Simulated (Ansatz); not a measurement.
# Na6S: the cost of one run

Program: Ansatz 0.2.0. Level of theory: DFT PBE, scalar-relativistic, plane waves, PAW. These are calculated values, not measurements.

## 1. The system as given

The structure is cubic, space group Im-3m (No. 229). The conventional cell has a = 7.310 Å, b = 7.310 Å, c = 7.310 Å, α = 90.00°, β = 90.00°, γ = 90.00°. Na (site symmetry 4mm) has 1 S at 2.11 Å as nearest neighbours. Around S (site symmetry m-3m) lie 6 Na at 2.11 Å.

As a file:

```
CELL_PARAMETERS angstrom
-3.65477 3.65477 3.65477
3.65477 -3.65477 3.65477
3.65477 3.65477 -3.65477
ATOMIC_POSITIONS crystal
Na 0.71067 0.71067 0.00000
Na 0.28933 0.28933 0.00000
Na 0.00000 0.28933 0.28933
Na 0.00000 0.71067 0.71067
Na 0.71067 0.00000 0.71067
Na 0.28933 0.00000 0.28933
S 0.00000 0.00000 0.00000
```

The cell is invented: species swapped into a database cell of MoF6 (Im-3m, No. 229), with S on the Mo sites and Na on the F sites. Lengths come from tabulated atomic sizes and are only a guess.

## 2. Probe: one point on a coarse mesh

The input, input.yaml:

```yaml
crystal:
  lattice:
    - [-3.65476647, 3.65476647, 3.65476647]
    - [3.65476647, -3.65476647, 3.65476647]
    - [3.65476647, 3.65476647, -3.65476647]
  atoms:
    - { symbol: Na, position: [0.71067125, 0.71067125, 0.0] }
    - { symbol: Na, position: [0.28932875, 0.28932875, 0.0] }
    - { symbol: Na, position: [0.0, 0.28932875, 0.28932875] }
    - { symbol: Na, position: [0.0, 0.71067125, 0.71067125] }
    - { symbol: Na, position: [0.71067125, 0.0, 0.71067125] }
    - { symbol: Na, position: [0.28932875, 0.0, 0.28932875] }
    - { symbol: S, position: [0.0, 0.0, 0.0] }
basis:
  ecutwfc: 420
kpoints:
  mp_grid: { grid: [4, 4, 4] }
hamiltonian:
  xc: pbe
scf:
  occupations: { method: gaussian, width: 0.1 }
  lower_state_search: "off"
output:
  forces: true
  stress: true
  eigenvalues: true
```

Run with:

```
$ ansatz run input.yaml --threads 1 --pin off --max-ram 2048MiB --backend cpu --events-out ev --progress --plain --runs-dir out
```

Q: Estimate wall time and peak memory on 1 thread of Arm Neoverse V1, shared host.

About 2.8 s, with a peak of 0.39 GiB.
